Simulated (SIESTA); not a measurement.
NiMoIrPdW:

```
CELL_PARAMETERS angstrom
4.11705 0.00000 0.00000
-2.05853 3.56547 0.00000
0.00000 0.00000 5.44580
ATOMIC_POSITIONS crystal
Ni 0.00000 0.00000 0.95775
Mo 0.66667 0.33333 0.96161
Pd 0.66667 0.33333 0.46295
Ir 0.33333 0.66667 0.72572
W 0.33333 0.66667 0.23642
```

The cell was built by a generator and needn't be a form met in nature.

```yaml
Program: SIESTA 5.4.2
Task: relaxation of cell and atoms
Functional: vdW-DF2
Potentials_or_basis: PseudoDojo 0.4 standard (PBE files)
Basis: DZP (energy shift 0.003 Ry; two zetas on semicore shells)
Grid_cutoff: 800 Ry
Energy_shift: 0.003 Ry
k_mesh: 6 × 6 × 4
Occupations: fermi-dirac, width 0.05 eV
Spin: collinear spin, ferromagnetic start
Starting_moments: "[1.0, 1.0, 0.0, 0.6, 0.0] μB"
```

At the start: pressure 18.4 GPa; volume 15.99 Å³/atom.

**Question.** Where does the relaxation end?

**Answer.** Over 9 steps the energy falls by 73.3 meV/atom and the volume is 17.34 Å³/atom (+8.5 %); space group P3m1 (No. 156, to 0.05 Å); moment 0.00 μB per cell.

Step by step:
| step | energy change (eV) | largest force (eV/Å) | pressure (GPa) | volume (Å³) |
| --- | --- | --- | --- | --- |
| 1 | 0.0000 | 0.4585 | 18.39 | 79.94 |
| 2 | -0.2478 | 0.1755 | 9.89 | 82.68 |
| 3 | -0.3579 | 0.3808 | -1.20 | 87.19 |
| 4 | -0.3617 | 0.3299 | 0.11 | 86.57 |
| 5 | -0.3079 | 0.9320 | -0.15 | 87.43 |
| 6 | -0.3660 | 0.0299 | -0.18 | 86.80 |
| 7 | -0.3621 | 0.1751 | 0.78 | 86.39 |
| 8 | -0.3661 | 0.0483 | -0.05 | 86.74 |
| 9 | -0.3665 | 0.0038 | -0.03 | 86.70 |

Final structure:
```cif
data_structure
_symmetry_space_group_name_H-M 'P 1'
_symmetry_Int_Tables_number 1
_cell_length_a 4.2214
_cell_length_b 4.2214
_cell_length_c 5.6181
_cell_angle_alpha 90.000
_cell_angle_beta 90.000
_cell_angle_gamma 119.999
_cell_volume 86.70
loop_
_atom_site_label
_atom_site_type_symbol
_atom_site_fract_x
_atom_site_fract_y
_atom_site_fract_z
_atom_site_occupancy
Ni1 Ni 0.99998 0.00002 0.95694 1
Mo1 Mo 0.66668 0.33332 0.96641 1
Pd1 Pd 0.66667 0.33333 0.46404 1
Ir1 Ir 0.33333 0.66667 0.72483 1
W1 W 0.33333 0.66667 0.23211 1
```

Caveat: short orbitals over semicore shells can move pressures by several GPa; the potentials were made for another functional, which shifts forces and pressure; the basis of atomic orbitals isn't converged, which shifts pressures, moduli and gaps.
